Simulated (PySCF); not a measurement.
# IH5: stationary points from several starts

Aim: find the stationary points of IH5 from square pyramidal and trigonal bipyramidal starts in the singlet state, tell minima from saddle points, and describe the lowest.

Method: PBE0, basis I def2-TZVP with ECP28, H def2-TZVP, scalar-relativistic core potentials, no spin–orbit coupling, density fitting; program: PySCF 2.14.0.

### 1 The starting structure

6 atoms, charge 0, spin multiplicity 1.

Bond lengths: I1–H2 1.650 Å, I1–H3 1.650 Å, I1–H4 1.650 Å, I1–H5 1.650 Å, I1–H6 1.650 Å. Angles: H2–I1–H3 102.0°, H2–I1–H4 102.0°, H2–I1–H5 102.0°, H2–I1–H6 102.0°, H3–I1–H4 87.5°, H3–I1–H5 156.0°, H3–I1–H6 87.5°, H4–I1–H5 87.5°, H4–I1–H6 156.0°, H5–I1–H6 87.5°.

Z-matrix (Å, degrees; charge 0 multiplicity 1):
```
I
H  1 1.6500
H  1 1.6500 2 102.00
H  1 1.6500 2 102.00 3 -90.00
H  1 1.6500 2 102.00 3 180.00
H  1 1.6500 2 102.00 3 90.00
```

### 2 Square pyramidal start, singlet: relaxation

One driver script runs all steps and calls PySCF; scf.py shows how it sets up the SCF of each step. The optimiser is the driver's own. Before each start the driver seeks the lowest SCF state from one or more starting densities and follows internal instabilities, so scf.py alone need not reach the same state.

The program finds C4v symmetry in the start, which this walk keeps. Threshold on the gradient: 0.0003 Eh/bohr, with a further test on the energy change.

Contents of scf.py:

```python
from pyscf import gto, scf, dft
mol = gto.M(atom='''
I     -0.000000     0.000000    -0.002120
H      0.000000    -0.000000     1.647880
H      1.613900    -0.000000    -0.345220
H      0.000000     1.613900    -0.345220
H     -1.613900     0.000000    -0.345220
H     -0.000000    -1.613900    -0.345220''',
    basis={'I': 'def2-TZVP', 'H': 'def2-TZVP'},
    ecp={'I': 'def2-TZVP'},
    charge=0, spin=0)
mf = dft.RKS(mol, xc='PBE0')
mf.grids.atom_grid = (50, 194)
aux = {'I': 'def2-universal-JKFIT', 'H': 'def2-universal-JKFIT'}
mf = mf.density_fit(auxbasis=aux)
mf.kernel()
```

After this run come: Vibrations and properties at this point; Trigonal bipyramidal start, singlet: relaxation; Hessian and properties; Downhill along the imaginary mode.

**Question.** What will these runs give? Wanted: lowest minimum; geometry; wavenumbers; dipole moment; highest occupied, lowest empty level; polar-tensor charge of I1; zero-point energy; atomisation energy.

The runs gave:

```
                                 quantity                                                                                       value
                           lowest minimum                                                                                singlet, C4v
                                 geometry        I–H 1.650 Å, I–H 1.812 Å (×4); H–I–H 81.9° (×4), H–I–H 88.9° (×4), H–I–H 163.9° (×2)
                       wavenumbers (cm⁻¹)  553 (b2), 741 (e), 937 (b1), 986 (a1), 1114 (e), 1480 (e), 1568 (a1), 1651 (b1), 2022 (a1)
                            dipole moment                                                                                      0.20 D
     highest occupied, lowest empty level                                                                             -6.02, -1.48 eV
                polar-tensor charge of I1                                                                                     +1.69 e
                        zero-point energy                                                                                 86.0 kJ/mol
                      entropy at 298.15 K                                                                             242.1 J/(mol K)
atomisation energy (no zero-point energy)                                                                                  546 kJ/mol
```

In words: The lowest minimum found is the singlet of C4v symmetry. In the infrared the band at 1480 cm⁻¹ (e, stretch) leads. A search over typed starts can miss a lower isomer.  Spin–orbit coupling is left out.
